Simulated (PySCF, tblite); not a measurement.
**C₂H₆B₃Cl₃O: geometry, infrared bands and NMR shifts**

Wanted: the infrared bands and NMR shifts of C₂H₆B₃Cl₃O (`CB(C)OB(Cl)B(Cl)Cl`), by calculation.

The runs use tblite 0.8.0 and PySCF 2.14.0, with density-fitted response routines of our own; the level of theory stands in each step. All values are computed, except where a source is named. Atoms are numbered from 0 throughout.

## 1. The molecule as given

15 atoms, charge 0, multiplicity 1; geometry from: force field or distance geometry start.

Bonds of the start (Å): C0–B1 1.59, B1–C2 1.59, B1–O3 1.47, O3–B4 1.48, B4–Cl5 1.84, B4–B6 1.67, B6–Cl7 1.84, B6–Cl8 1.85, C0–H9 1.12, C0–H10 1.11, C0–H11 1.12, C2–H12 1.13, C2–H13 1.10, C2–H14 1.12.

## 2. Optimising the geometry with GFN2-xTB

Job settings and geometry (Å):

```
{"job": {"kind": "relax", "xc": "GFN2-xTB", "basis": "xTB"}, "charge": 0, "multiplicity": 1}
C     -1.884500    -0.977400    -0.401500
B     -0.678400     0.049500    -0.498200
C     -0.850200     1.542700     0.012100
O      0.578400    -0.358500    -1.143800
B      1.447800    -0.895000    -0.070100
Cl     1.363800    -2.686200     0.361200
B      2.635100     0.071500     0.585200
Cl     2.860900     1.807700     0.008100
Cl     3.778500    -0.610200     1.873400
H     -2.763300    -0.568400    -0.957600
H     -1.604000    -1.953300    -0.839900
H     -2.180700    -1.123400     0.663700
H     -1.893800     1.699600     0.404700
H     -0.130200     1.761000     0.817200
H     -0.684000     2.248400    -0.836500
```

On the command line:

```bash
$ OMP_NUM_THREADS=1 python probes_run.py task.json out
```

This one command runs all jobs of the session in turn.

**Question.** This job is followed by: GFN2-xTB harmonic vibrations, gas phase; GIAO PBE0/pcSseg-1 NMR shielding, non-relativistic, gas phase. What will the session give for the following? strongest single infrared mode (GFN2-xTB); zero-point energy (GFN2-xTB); ¹³C shifts against TMS (PBE0/pcSseg-1, means over atoms taken as alike); ¹H shifts against TMS (PBE0/pcSseg-1, means over atoms taken as alike); ¹¹B shifts against BF3·OEt2 (PBE0/pcSseg-1); ¹⁷O shifts against H2O (PBE0/pcSseg-1); ³⁵Cl shifts against HCl (PBE0/pcSseg-1, means over atoms taken as alike); surface potential, 1st and 99th percentile.

**Answer**, as computed:

| quantity | value |
| --- | --- |
| strongest single infrared mode (GFN2-xTB) | 1532 cm⁻¹, 408 km/mol |
| zero-point energy (GFN2-xTB) | 57.8 kcal/mol |
| ¹³C shifts against TMS (PBE0/pcSseg-1, means over atoms taken as alike) | 9.3 ppm |
| ¹H shifts against TMS (PBE0/pcSseg-1, means over atoms taken as alike) | 0.59 ppm |
| ¹¹B shifts against BF3·OEt2 (PBE0/pcSseg-1) | 62.6, 49.2, 28.7 ppm |
| ¹⁷O shifts against H2O (PBE0/pcSseg-1) | 308.5 ppm |
| ³⁵Cl shifts against HCl (PBE0/pcSseg-1, means over atoms taken as alike) | 355, 208 ppm |
| surface potential, 1st and 99th percentile | -0.60 V and 1.41 V |

What this shows: Relaxing lowered the energy by 1.991 eV in 125 steps; the close pair that moved most is O3–B4, from 1.482 to 1.299 Å. The lowest mode is slightly imaginary (1i cm⁻¹), a soft motion within the noise of the Hessian, so the minimum is not strictly shown. The strongest single mode, at 1532 cm⁻¹, moves mainly O3. GFN2-xTB is a fitted tight-binding method: band positions and strengths are rough. Its intensities can rank the bands wrongly. At PBE0/pcSseg-1: The widest tensor belongs to Cl7, Cl8: span 716 ppm, with a paramagnetic part of -552 ppm. By nearest atom (PBE0/pcSseg-1), the HOMO sits on B1 17 %; C0, C2 about 17 % each and the LUMO on B6 43 %; B4 24 %.
